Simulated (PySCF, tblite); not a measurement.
# C6H12N2: dynamics, then NMR shifts on frames, part 1 of 2

Aim: move C6H12N2 (`N[C@@H]1[C@H]2CC[C@@H](N)[C@@H]12`) away from its starting geometry and see how NMR shifts follow the geometry.

Computed with tblite 0.8.0 and PySCF 2.14.0, with density-fitted response routines of our own, on a single molecule in the gas phase. Atoms count from 0, in the outputs and in this text.

### 1 Starting geometry

20 atoms, charge 0, multiplicity 1; geometry from: GFN2-xTB.

Bonds of the start (Å): N0–C1 1.43, C1–C2 1.50, C2–C3 1.51, C3–C4 1.53, C4–C5 1.54, C5–N6 1.46, C5–C7 1.52, C7–C1 1.51, C7–C2 1.51, N0–H8 1.02, N0–H9 1.01, C1–H10 1.08, C2–H11 1.08, C3–H12 1.09, C3–H13 1.09, C4–H14 1.09, C4–H15 1.09, C5–H16 1.11, N6–H17 1.01, N6–H18 1.01, C7–H19 1.08.

### 2 A short Langevin run with GFN2-xTB

Job settings and geometry (Å):

```
{"job": {"kind": "md", "xc": "GFN2-xTB", "basis": "xTB", "temperature": 300, "steps": 2000, "every": 50, "frames": 5}, "charge": 0, "multiplicity": 1}
N      2.629713    -0.719055    -0.529791
C      1.288361    -0.214949    -0.543260
C      0.891887     0.837977     0.443343
C     -0.208790     1.796449     0.043074
C     -1.335176     0.903068    -0.490429
C     -1.170149    -0.469135     0.191082
N     -1.540425    -1.532706    -0.733074
C      0.300172    -0.542067     0.554253
H      2.659095    -1.657479    -0.915572
H      2.989387    -0.755966     0.418277
H      0.904477    -0.149986    -1.552304
H      1.632951     1.191572     1.146957
H      0.121212     2.519770    -0.703467
H     -0.543257     2.346239     0.925919
H     -1.233043     0.757380    -1.565462
H     -2.318318     1.332111    -0.299875
H     -1.763616    -0.497715     1.125656
H     -1.374818    -2.439738    -0.310313
H     -2.526999    -1.472229    -0.960922
H      0.592186    -1.222864     1.343175
```

With the program's defaults for keys left out, this is: GFN2-xTB Langevin dynamics, gas phase.

Started as:

```
OMP_NUM_THREADS=1 python probes_run.py task.json out
```

The driver reads the jobs from task.json and runs them one after another.

The log of the run:

```text
t/fs     T/K      E/eV
    0.0   246.4   -674.19040
   25.0   193.4   -673.71038
   50.0   175.2   -673.65042
   75.0   245.3   -673.83951
  100.0   205.7   -673.68376
  125.0   227.9   -673.71951
  150.0   330.6   -673.64696
  175.0   294.6   -673.59214
  200.0   214.8   -673.47033
  225.0   212.2   -673.48883
  250.0   257.7   -673.47070
  275.0   284.7   -673.54274
  300.0   251.9   -673.53115
  325.0   279.8   -673.54126
  350.0   283.2   -673.58196
  375.0   301.5   -673.62104
  400.0   292.7   -673.38884
  425.0   252.5   -673.48262
  450.0   339.9   -673.48646
  475.0   239.2   -673.42086
  500.0   229.4   -673.52835
  525.0   241.3   -673.76001
  550.0   226.1   -673.61447
  575.0   216.3   -673.61301
  600.0   260.3   -673.63998
  625.0   253.1   -673.80153
  650.0   237.1   -673.67747
  675.0   231.6   -673.74288
  700.0   223.6   -673.56932
  725.0   222.1   -673.37521
  750.0   291.9   -673.59830
  775.0   248.2   -673.57443
  800.0   226.6   -673.48299
  825.0   305.3   -673.55121
  850.0   273.5   -673.56821
  875.0   336.6   -673.58038
  900.0   232.3   -673.33355
  925.0   257.1   -673.42592
  950.0   301.6   -673.51566
  975.0   278.0   -673.44882
 1000.0   328.1   -673.57631
```

Run time: 14 s. Hardware: 1 thread of Intel Xeon 6975P-C, shared host; peak memory 0.19 GiB.

Distance from the start (root mean square after alignment): 0 fs 0.00 Å, 200 fs 0.21 Å, 400 fs 0.20 Å, 600 fs 0.16 Å, 800 fs 0.25 Å, 1000 fs 0.44 Å.

Positions (Å) and forces (eV/Å) at 1000 fs:

```xyz
20

N     2.037   -2.499    1.234    0.978    2.557   -1.048
C     1.289   -1.280    0.986   -0.550   -0.075    0.056
C     1.049   -0.238    2.041    1.883   -0.925    1.608
C     0.713    1.167    1.637   -2.097   -0.425   -0.457
C    -0.559    0.954    0.705    0.450    0.653    1.302
C    -1.123   -0.441    1.110   -2.332    0.362   -2.245
N    -1.678   -1.107   -0.122   -0.715   -0.285    1.252
C    -0.049   -1.214    1.704    1.643   -0.280    0.715
H     1.595   -3.216    0.740   -0.652   -1.422   -0.519
H     2.135   -2.655    2.199   -0.028   -0.433    1.191
H     1.330   -0.891   -0.022    0.150   -0.424   -0.145
H     1.703   -0.388    2.948   -0.911    0.346   -0.678
H     1.474    1.673    1.103    0.884    0.365   -0.463
H     0.392    1.806    2.471    0.297   -0.414    0.056
H    -0.253    1.021   -0.369   -0.502   -0.164    0.900
H    -1.317    1.727    0.973    0.550   -0.395   -0.677
H    -1.964   -0.398    1.847    0.414    0.311   -0.603
H    -2.647   -0.845   -0.317    0.431    0.077    0.207
H    -1.142   -0.925   -0.946    0.449    0.175   -0.231
H    -0.221   -2.063    2.371   -0.344    0.396   -0.222
```

### 3 Shielding tensors: 250 fs, PBE0/pcSseg-1

Job settings and geometry (Å):

```
{"job": {"kind": "nmr", "xc": "PBE0", "basis": "pcSseg-1", "pop": false}, "charge": 0, "multiplicity": 1}
N      2.467400    -0.423500     0.636200
C      1.139200    -0.013300     0.240100
C      0.302200     0.769100     1.169000
C     -0.650300     1.768100     0.577100
C     -1.409500     0.917600    -0.508400
C     -1.435600    -0.514600     0.041200
N     -1.443100    -1.515000    -1.006300
C     -0.109400    -0.627000     0.806700
H      2.562200    -1.424400     0.497500
H      2.619600    -0.324800     1.596200
H      1.253300     0.070800    -0.838700
H      0.717900     1.048000     2.145700
H     -0.129500     2.578200     0.146400
H     -1.299700     2.119900     1.320700
H     -0.853100     0.867800    -1.371100
H     -2.504100     1.199700    -0.643500
H     -2.159100    -0.661400     0.776700
H     -1.361700    -2.517900    -0.672000
H     -2.424000    -1.445400    -1.393500
H     -0.046800    -1.422500     1.525500
```

Method: GIAO PBE0/pcSseg-1 NMR shielding, non-relativistic, gas phase.

The log of the run:

```text
coarse grid: 16080 points
cycle   1  E = -344.7382189323  dE =  1.312e+00  |g| = 5.190e-01  |ddm| = 4.038e+00
cycle   2  E = -344.7187454962  dE =  1.947e-02  |g| = 6.169e-01  |ddm| = 1.212e+00
cycle   3  E = -344.8060529905  dE = -8.731e-02  |g| = 4.383e-02  |ddm| = 6.736e-01
cycle   4  E = -344.8063528255  dE = -2.998e-04  |g| = 2.020e-02  |ddm| = 5.945e-02
cycle   5  E = -344.8064315543  dE = -7.873e-05  |g| = 7.062e-03  |ddm| = 2.548e-02
cycle   6  E = -344.8064419411  dE = -1.039e-05  |g| = 9.168e-04  |ddm| = 6.980e-03
cycle   7  E = -344.8064421045  dE = -1.634e-07  |g| = 3.438e-04  |ddm| = 1.076e-03
final grid: 153696 points
cycle   8  E = -344.8497609684  dE = -6.336e-05  |g| = 9.744e-03  |ddm| = 4.945e-02
cycle   9  E = -344.8497500522  dE =  1.092e-05  |g| = 1.203e-02  |ddm| = 2.253e-02
cycle  10  E = -344.8497843954  dE = -3.434e-05  |g| = 6.405e-04  |ddm| = 1.272e-02
cycle  11  E = -344.8497844696  dE = -7.413e-08  |g| = 2.767e-04  |ddm| = 1.031e-03
cycle  12  E = -344.8497844850  dE = -1.548e-08  |g| = 6.986e-05  |ddm| = 3.086e-04
cycle  13  E = -344.8497844860  dE = -9.973e-10  |g| = 1.585e-05  |ddm| = 8.380e-05
converged SCF energy = -344.8497844860

GIAO shielding tensors (ppm)
atom      isotropic    diamagn.    paramagn.     s11        s22        s33       span
  0 N      227.884     312.661     -84.777    183.228    229.236    271.189     87.960
  1 C      152.351     244.969     -92.619    116.972    139.207    200.873     83.901
  2 C      156.496     254.143     -97.647    124.929    138.710    205.847     80.918
  3 C      158.263     245.671     -87.408    127.931    167.033    179.824     51.893
  4 C      152.213     247.835     -95.622    122.001    162.429    172.210     50.209
  5 C      130.462     247.157    -116.696    104.742    133.978    152.664     47.922
  6 N      209.675     310.168    -100.493    177.776    221.689    229.559     51.783
  7 C      147.906     250.745    -102.840    111.987    124.311    207.419     95.432
  8 H       31.310      31.112       0.198     22.988     29.265     41.677     18.689
  9 H       33.091      33.494      -0.403     25.756     30.992     42.526     16.771
 10 H       28.103      30.391      -2.288     19.757     30.691     33.862     14.105
 11 H       30.238      32.971      -2.734     23.589     28.484     38.640     15.051
 12 H       30.551      29.992       0.559     25.753     27.937     37.963     12.210
 13 H       30.819      31.133      -0.314     25.853     28.335     38.268     12.415
 14 H       31.826      31.464       0.362     29.313     29.718     36.447      7.134
 15 H       29.166      28.367       0.799     24.348     26.879     36.271     11.923
 16 H       29.132      34.062      -4.930     24.593     28.894     33.907      9.314
 17 H       29.383      29.121       0.262     22.728     27.021     38.400     15.672
 18 H       29.876      27.884       1.992     21.557     28.204     39.867     18.310
 19 H       31.259      34.499      -3.240     24.940     29.878     38.961     14.021
```

Wall time 33 s (1 thread of Intel Xeon 6975P-C, shared host); peak memory 0.87 GiB.

The references, computed at this level on geometries of the same kind, shield at (ppm): 1H TMS 31.72, 13C TMS 186.9, 15N NH3 267.7. Their shielding less the atom's gives the shift. The references are single molecules in the gas phase, so shifts against H2O, NH3, PH3, H3PO4 or CFCl3 are not on the usual liquid scales and can be off by tens of ppm. Each atom is listed at this fixed geometry, with no averaging over motion; a spectrum would average atoms that exchange fast.

```tsv
atoms	environment	σ (ppm)	δ (ppm)
C5	sp3 CH bonded to N	130.5	56.5
C7	three-membered-ring carbon	147.9	39.0
C4	sp3 CH2 in a ring	152.2	34.7
C1	three-membered-ring carbon	152.4	34.6
C2	three-membered-ring carbon	156.5	30.4
C3	sp3 CH2 in a ring	158.3	28.7
H10	hydrogen on a three-membered-ring carbon	28.10	3.61
H16	hydrogen on an sp3 CH bonded to N	29.13	2.59
H15	hydrogen on an sp3 CH2 in a ring	29.17	2.55
H17	hydrogen on an amine nitrogen	29.38	2.33
H18	hydrogen on an amine nitrogen	29.88	1.84
H11	hydrogen on a three-membered-ring carbon	30.24	1.48
H12	hydrogen on an sp3 CH2 in a ring	30.55	1.17
H13	hydrogen on an sp3 CH2 in a ring	30.82	0.90
H19	hydrogen on a three-membered-ring carbon	31.26	0.46
H8	hydrogen on an amine nitrogen	31.31	0.41
H14	hydrogen on an sp3 CH2 in a ring	31.83	-0.11
H9	hydrogen on an amine nitrogen	33.09	-1.37
N6	amine nitrogen	209.7	58.1
N0	amine nitrogen	227.9	39.8
```

Ring of atoms C1, C2, C7: NICS(0) -42.2, NICS(1) -8.8, NICS(1)zz -22.6 ppm (means of both faces).

In rings of three or four atoms NICS is ruled by the nearby σ bonds, so it says little on aromaticity.

Ring of atoms C2, C3, C4, C5, C7: NICS(0) -8.9, NICS(1) -5.4, NICS(1)zz -3.0 ppm (means of both faces; NICS(1) differs between them: -7.5 and -3.3).

### 4 Nuclear shieldings: 425 fs, PBE0/pcSseg-1

Job settings and geometry (Å):

```
{"job": {"kind": "nmr", "xc": "PBE0", "basis": "pcSseg-1", "pop": false}, "charge": 0, "multiplicity": 1}
N      2.409800    -1.022900     0.865800
C      1.124200    -0.486000     0.380600
C      0.507500     0.497900     1.394800
C     -0.276500     1.636600     0.812100
C     -1.137300     0.977900    -0.281600
C     -1.425100    -0.437400     0.261200
N     -1.495200    -1.417900    -0.824400
C     -0.198900    -0.736300     1.105300
H      2.603200    -1.944200     0.483100
H      2.445400    -0.909800     1.904400
H      1.245400    -0.150900    -0.586700
H      0.999400     0.576600     2.352600
H      0.296400     2.440700     0.437300
H     -0.974600     1.998700     1.560200
H     -0.646500     0.861800    -1.238000
H     -2.129200     1.523200    -0.422500
H     -2.368900    -0.299600     0.950600
H     -1.496200    -2.351600    -0.431600
H     -2.214400    -1.263900    -1.523500
H     -0.171200    -1.481300     1.856800
```

With the program's defaults for keys left out, this is: GIAO PBE0/pcSseg-1 NMR shielding, non-relativistic, gas phase.

The log of the run:

```text
coarse grid: 16080 points
cycle   1  E = -344.7405348360  dE =  1.210e+00  |g| = 5.166e-01  |ddm| = 4.020e+00
cycle   2  E = -344.7195247659  dE =  2.101e-02  |g| = 6.194e-01  |ddm| = 1.149e+00
cycle   3  E = -344.8072121963  dE = -8.769e-02  |g| = 3.784e-02  |ddm| = 6.451e-01
cycle   4  E = -344.8074596718  dE = -2.475e-04  |g| = 1.421e-02  |ddm| = 5.119e-02
cycle   5  E = -344.8074940945  dE = -3.442e-05  |g| = 7.231e-03  |ddm| = 2.077e-02
cycle   6  E = -344.8075055158  dE = -1.142e-05  |g| = 8.736e-04  |ddm| = 7.141e-03
cycle   7  E = -344.8075056593  dE = -1.436e-07  |g| = 3.487e-04  |ddm| = 1.024e-03
final grid: 153696 points
cycle   8  E = -344.8507383193  dE = -6.773e-05  |g| = 9.329e-03  |ddm| = 4.606e-02
cycle   9  E = -344.8507283670  dE =  9.952e-06  |g| = 1.153e-02  |ddm| = 2.145e-02
cycle  10  E = -344.8507600693  dE = -3.170e-05  |g| = 5.858e-04  |ddm| = 1.205e-02
cycle  11  E = -344.8507601352  dE = -6.590e-08  |g| = 2.461e-04  |ddm| = 1.126e-03
cycle  12  E = -344.8507601473  dE = -1.208e-08  |g| = 8.929e-05  |ddm| = 3.214e-04
cycle  13  E = -344.8507601489  dE = -1.679e-09  |g| = 1.471e-05  |ddm| = 9.279e-05
cycle  14  E = -344.8507601490  dE = -4.752e-11  |g| = 4.540e-06  |ddm| = 2.071e-05
converged SCF energy = -344.8507601490

GIAO shielding tensors (ppm)
atom      isotropic    diamagn.    paramagn.     s11        s22        s33       span
  0 N      214.423     315.417    -100.995    158.405    224.206    260.656    102.251
  1 C      155.919     244.803     -88.884    110.483    140.399    216.874    106.391
  2 C      155.543     255.787    -100.245    121.699    140.018    204.911     83.212
  3 C      157.811     243.426     -85.615    127.233    166.854    179.346     52.113
  4 C      146.507     248.252    -101.745    126.410    144.989    168.123     41.713
  5 C      122.813     244.409    -121.597    102.857    116.154    149.428     46.571
  6 N      214.258     315.381    -101.123    180.619    209.990    252.167     71.548
  7 C      144.046     253.965    -109.919    113.773    126.591    191.772     77.998
  8 H       30.153      30.284      -0.131     22.455     27.584     40.421     17.966
  9 H       30.524      30.510       0.013     22.330     30.547     38.694     16.364
 10 H       30.286      31.677      -1.391     22.498     31.627     36.732     14.234
 11 H       31.425      34.764      -3.339     24.757     29.609     39.908     15.151
 12 H       30.372      29.730       0.642     25.388     27.631     38.099     12.711
 13 H       29.842      29.937      -0.095     24.789     27.179     37.557     12.768
 14 H       30.845      30.717       0.127     28.272     28.576     35.686      7.414
 15 H       29.031      29.238      -0.208     24.716     26.418     35.957     11.241
 16 H       26.586      29.243      -2.657     22.424     24.542     32.793     10.369
 17 H       30.358      30.933      -0.576     22.812     28.467     39.794     16.983
 18 H       30.323      30.352      -0.029     23.224     26.960     40.783     17.558
 19 H       31.088      34.847      -3.759     25.327     29.610     38.326     12.999
```

Wall time 31 s (1 thread of Intel Xeon 6975P-C, shared host); peak memory 0.87 GiB.

Key values: δ C5 64.1, C7 42.9, C4 40.4, C2 31.4, H16 5.13, H15 2.69 ppm.

### 5 NMR shieldings: 625 fs, PBE0/pcSseg-1

Job settings and geometry (Å):

```
{"job": {"kind": "nmr", "xc": "PBE0", "basis": "pcSseg-1", "pop": false}, "charge": 0, "multiplicity": 1}
N      2.336300    -1.551400     0.733900
C      1.174800    -0.756200     0.485900
C      0.813700     0.199800     1.589000
C      0.136500     1.555400     1.131900
C     -0.910800     1.064100     0.141800
C     -1.337900    -0.356700     0.600100
N     -1.697000    -1.275900    -0.474700
C     -0.099400    -0.941000     1.277900
H      2.269200    -2.399500     0.197400
H      2.381800    -1.824700     1.690800
H      1.105900    -0.452900    -0.575400
H      1.396900     0.187600     2.511700
H      0.809400     2.177000     0.598800
H     -0.362800     2.005400     2.027200
H     -0.550300     1.011000    -0.883200
H     -1.769200     1.775000     0.084300
H     -2.155300    -0.319100     1.320200
H     -2.234000    -2.010200    -0.022200
H     -2.333700    -0.775300    -1.064600
H     -0.285500    -1.766900     1.908500
```

With the program's defaults for keys left out, this is: GIAO PBE0/pcSseg-1 NMR shielding, non-relativistic, gas phase.

The log of the run:

```text
coarse grid: 16080 points
cycle   1  E = -344.7515291640  dE =  1.217e+00  |g| = 5.220e-01  |ddm| = 4.027e+00
cycle   2  E = -344.7330179442  dE =  1.851e-02  |g| = 6.168e-01  |ddm| = 1.218e+00
cycle   3  E = -344.8192355068  dE = -8.622e-02  |g| = 3.966e-02  |ddm| = 6.702e-01
cycle   4  E = -344.8194916389  dE = -2.561e-04  |g| = 1.680e-02  |ddm| = 5.575e-02
cycle   5  E = -344.8195445381  dE = -5.290e-05  |g| = 6.910e-03  |ddm| = 2.299e-02
cycle   6  E = -344.8195548187  dE = -1.028e-05  |g| = 6.651e-04  |ddm| = 6.488e-03
cycle   7  E = -344.8195548938  dE = -7.507e-08  |g| = 3.280e-04  |ddm| = 9.096e-04
final grid: 153696 points
cycle   8  E = -344.8635014537  dE = -5.493e-05  |g| = 9.470e-03  |ddm| = 4.407e-02
cycle   9  E = -344.8634918378  dE =  9.616e-06  |g| = 1.157e-02  |ddm| = 2.124e-02
cycle  10  E = -344.8635234763  dE = -3.164e-05  |g| = 5.201e-04  |ddm| = 1.192e-02
cycle  11  E = -344.8635235267  dE = -5.033e-08  |g| = 2.184e-04  |ddm| = 9.742e-04
cycle  12  E = -344.8635235364  dE = -9.755e-09  |g| = 6.649e-05  |ddm| = 2.624e-04
cycle  13  E = -344.8635235373  dE = -9.109e-10  |g| = 1.313e-05  |ddm| = 6.986e-05
converged SCF energy = -344.8635235373

GIAO shielding tensors (ppm)
atom      isotropic    diamagn.    paramagn.     s11        s22        s33       span
  0 N      227.552     310.855     -83.303    183.242    240.236    259.178     75.936
  1 C      149.990     242.691     -92.701    114.074    139.061    196.834     82.761
  2 C      151.783     254.831    -103.048    120.207    130.816    204.326     84.118
  3 C      151.109     244.814     -93.705    119.464    160.216    173.646     54.182
  4 C      153.603     246.966     -93.363    128.967    153.865    177.978     49.011
  5 C      125.296     244.294    -118.998     94.486    133.723    147.678     53.192
  6 N      221.369     311.885     -90.516    186.869    221.430    255.809     68.939
  7 C      147.648     255.300    -107.652    109.959    133.403    199.581     89.622
  8 H       31.167      30.089       1.078     23.118     28.549     41.834     18.716
  9 H       32.598      31.620       0.978     25.055     31.177     41.562     16.507
 10 H       28.849      28.596       0.253     21.783     30.307     34.459     12.676
 11 H       30.391      33.576      -3.185     24.074     28.526     38.574     14.501
 12 H       29.871      29.462       0.409     25.367     27.402     36.844     11.477
 13 H       28.912      28.967      -0.055     23.890     26.480     36.364     12.474
 14 H       30.926      30.753       0.173     28.235     28.390     36.152      7.917
 15 H       29.749      29.255       0.494     25.096     27.263     36.886     11.790
 16 H       27.900      32.404      -4.504     23.173     27.562     32.965      9.792
 17 H       30.963      30.509       0.455     23.453     28.273     41.164     17.711
 18 H       31.299      31.160       0.138     23.417     29.273     41.206     17.789
 19 H       31.273      35.916      -4.643     25.590     29.906     38.322     12.731
```

Run time: 30 s. Hardware: 1 thread of Intel Xeon 6975P-C, shared host; peak memory 0.89 GiB.

Key values: δ C5 61.6, C7 39.3, C1 36.9, C3 35.8, H16 3.82, H10 2.87 ppm.

(Continued in part 2 of 2.)
